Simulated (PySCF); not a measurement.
**InSiH4OF (SMILES [F][InH][O][SiH3]): levels of theory compared**

Aim: a comparison of 6 runs (HF/def2-SVP, HF/def2-SVPD, HF/def2-TZVP, M06-2X/STO-3G, PBE0/def2-SVP, BLYP/def2-SVPD) of InSiH4OF. Input form: a Python script.

Program for the calculation: PySCF 2.14.0.

## Step 1: The structure to begin with

InSiH4OF has 8 atoms, charge 0, and is taken as a singlet. As SMILES, `[F][InH][O][SiH3]`. The shape comes from GFN2-xTB, which is rough for such elements, and wasn't checked as a minimum. This is one conformer, not always the lowest.

Bond lengths: F1–In2 1.954 Å, In2–O3 1.943 Å, O3–Si4 1.624 Å, In2–H5 1.678 Å, Si4–H6 1.473 Å, Si4–H7 1.466 Å, Si4–H8 1.471 Å. Angles: F1–In2–O3 114.8°, In2–O3–Si4 133.4°, F1–In2–H5 123.2°, O3–In2–H5 122.0°, O3–Si4–H6 111.0°, O3–Si4–H7 99.9°, O3–Si4–H8 110.4°, H6–Si4–H7 112.5°, H6–Si4–H8 110.0°, H7–Si4–H8 112.7°.

## Step 2: Energy and gradient at HF/def2-SVP (core potential) (run 1)

File start.xyz:

```xyz
8
FH4InOSi
F     -2.692840    -0.243220     0.025060
In    -1.373720     1.029790    -0.651780
O      0.476680     0.538950    -0.318280
Si     1.179250    -0.702900     0.457230
H     -1.788500     2.432900    -1.473450
H      0.743900    -1.991780    -0.107260
H      2.587550    -0.412480     0.174050
H      0.867690    -0.651270     1.894420
```

File calc.py:

```python
from pyscf import gto

mol = gto.M(
    atom='start.xyz',
    ecp={'In': 'def2-svp'},
    basis='def2-svp',
    max_memory=1860,
    charge=0,
    verbose=4,
)

mf = mol.RHF()
mf.conv_tol = 1e-10
mf.kernel()
if not mf.converged:
    mf = mf.newton().run(mf.mo_coeff, mf.mo_occ)

e_tot = mf.e_tot
print(f'total energy: {e_tot:.8f} hartree')
grad = mf.nuc_grad_method().kernel()
mf.analyze()
```

Command:

```
$ OMP_NUM_THREADS=1 python calc.py
```

Log:

```text
PySCF version 2.14.0

[... 79 lines left out ...]
Nuclear Repulsion Energy =             253.489036806981176
[... 13 lines left out ...]
MO #8   energy= -4.24300196872723  occ= 2
[... 11 lines left out ...]
MO #20  energy= -0.62143457098653  occ= 2
[... 11 lines left out ...]
MO #32  energy= 0.157919172055415  occ= 0
[... 11 lines left out ...]
MO #44  energy= 0.498876956625494  occ= 0
[... 11 lines left out ...]
MO #56  energy= 1.15873790801929   occ= 0
[... 11 lines left out ...]
MO #68  energy= 1.81663344037728   occ= 0
[... 11 lines left out ...]
MO #80  energy= 3.04932646462877   occ= 0
[... 11 lines left out ...]
MO #92  energy= 61.6553632475524   occ= 0
[... 103 lines left out ...]
Dipole moment(X, Y, Z, Debye):  0.08317,  1.87756, -1.00569
```

Run time: 16 s. Hardware: 1 thread of Intel Xeon at 2.70GHz, shared host; peak memory 0.19 GiB.

## Step 3: Energy and forces at HF/def2-SVPD (core potential) (run 2)

File input.py:

```python
import pyscf.grad
from pyscf import gto, scf

molecule = gto.M(
    atom=[
    ('F', (-2.692840, -0.243220, 0.025060)),
    ('In', (-1.373720, 1.029790, -0.651780)),
    ('O', (0.476680, 0.538950, -0.318280)),
    ('Si', (1.179250, -0.702900, 0.457230)),
    ('H', (-1.788500, 2.432900, -1.473450)),
    ('H', (0.743900, -1.991780, -0.107260)),
    ('H', (2.587550, -0.412480, 0.174050)),
    ('H', (0.867690, -0.651270, 1.894420)),
],
    max_memory=1860,
    basis='def2-svpd',
    ecp={'In': 'def2-svp'},
    verbose=4,
)

hf = scf.RHF(molecule)
hf.conv_tol = 1e-10
hf.kernel()
if not hf.converged:
    hf = hf.newton().run(hf.mo_coeff, hf.mo_occ)

e_tot = hf.e_tot
print(f'total energy: {e_tot:.8f} hartree')
grad = hf.Gradients().kernel()
hf.analyze()
```

Command:

```
$ OMP_NUM_THREADS=1 python input.py
```

Log:

```text
PySCF version 2.14.0

[... 81 lines left out ...]
Two-electron Energy =                  578.978393700869447
[... 18 lines left out ...]
MO #15  energy= -1.07502311237166  occ= 2
[... 16 lines left out ...]
MO #32  energy= 0.080689777503098  occ= 0
[... 16 lines left out ...]
MO #49  energy= 0.300177577775443  occ= 0
[... 16 lines left out ...]
MO #66  energy= 0.501789194341797  occ= 0
[... 16 lines left out ...]
MO #83  energy= 0.819582213173577  occ= 0
[... 16 lines left out ...]
MO #100 energy= 1.38464024354616   occ= 0
[... 16 lines left out ...]
MO #117 energy= 2.35102404394129   occ= 0
[... 16 lines left out ...]
MO #134 energy= 61.678936543048    occ= 0
[... 145 lines left out ...]
Dipole moment(X, Y, Z, Debye):  0.15715,  2.00731, -1.07940
```

Run time: 26 s. Hardware: 1 thread of Intel Xeon at 2.70GHz, shared host; peak memory 0.43 GiB.

Runs 3 to 5 aren't shown in full; the table further down has their settings and results.

## Step 4: Energy and gradient at BLYP/def2-SVPD (core potential) (run 6)

start.xyz, as its differences from that of step 2:

```diff
@@ -1,3 +1,3 @@
 8
-FH4InOSi
+
 F     -2.692840    -0.243220     0.025060
```

File calc.py:

```python
import pyscf.grad
from pyscf import gto, dft

molecule = gto.M(
    atom='start.xyz',
    basis='def2-svpd',
    spin=0,
    max_memory=1860,
    verbose=4,
    ecp={'In': 'def2-svp'},
)

mf = dft.RKS(molecule)
mf.xc = 'blyp'
mf.conv_tol = 1e-10
mf.grids.level = 5
mf.kernel()
if not mf.converged:
    mf = mf.newton().run(mf.mo_coeff, mf.mo_occ)

etot = mf.e_tot
print('Final energy', etot)
grad = mf.Gradients().kernel()
dip = mf.dip_moment()
pop, q = mf.mulliken_pop()
```

Command:

```
$ OMP_NUM_THREADS=1 python calc.py
```

Log:

```text
PySCF version 2.14.0

[... 88 lines left out ...]
converged SCF energy = -656.862780011946
Final energy -656.8627800119461
[... 12 lines left out ...]
Dipole moment(X, Y, Z, Debye):  0.24908,  1.88175, -1.02399
[... 143 lines left out ...]
charge of    7H =      0.16121
```

Run time: 75 s. Hardware: 1 thread of Intel Xeon at 2.70GHz, shared host; peak memory 1.5 GiB.

## Step 5: All runs side by side

| run | level | core potential | integration grid | energy (Eh) | dipole moment (D) | HOMO energy (eV) | LUMO energy (eV) | wall time |
| --- | --- | --- | --- | --- | --- | --- | --- | --- |
| 1 | HF/def2-SVP (core potential) | def2-svp | – | -654.597031 | 2.13 | -12.04 | 1.03 | 16 s |
| 2 | HF/def2-SVPD (core potential) | def2-svp | – | -654.618519 | 2.28 | -12.10 | 0.84 | 26 s |
| 3 | HF/def2-TZVP (core potential) | def2-svp | – | -654.942112 | 2.25 | -12.09 | 0.73 | 81 s |
| 4 | M06-2X/STO-3G | – | 5 | -6146.178439 | 0.26 | -5.30 | 3.48 | 34 s |
| 5 | PBE0/def2-SVP (core potential) | def2-svp | 5 | -656.609240 | 1.99 | -8.47 | -1.46 | 44 s |
| 6 | BLYP/def2-SVPD (core potential) | def2-svp | 5 | -656.862780 | 2.16 | -7.13 | -2.60 | 75 s |

## Step 6: Results

| quantity | value |
| --- | --- |
| run 6: total energy | -656.86278 Eh |
| run 6: dipole moment | 2.16 D |
| run 6: HOMO energy | -7.13 eV |
| run 6: LUMO energy | -2.60 eV |
| run 6: HOMO–LUMO gap | 4.53 eV |
| run 6: largest force on an atom | 1.562 eV/Å |

In words: The dipole moment (its size) runs from 0.26 D (M06-2X/STO-3G) to 2.28 D (HF/def2-SVPD). The two ends differ in method and basis and core potential. The HOMO–LUMO gap runs from 4.53 eV (BLYP/def2-SVPD) to 13.07 eV (HF/def2-SVP). The two ends differ in method and basis. Totals of different functionals can't be ranked against each other. Some runs of one species differ in core potentials or relativity; totals across that change don't compare. In run 4 the basis is minimal, so the values are rough. In run 4 relativity is left out where basis or elements ask for it. All runs together took 4.6 min, the longest 81 s.
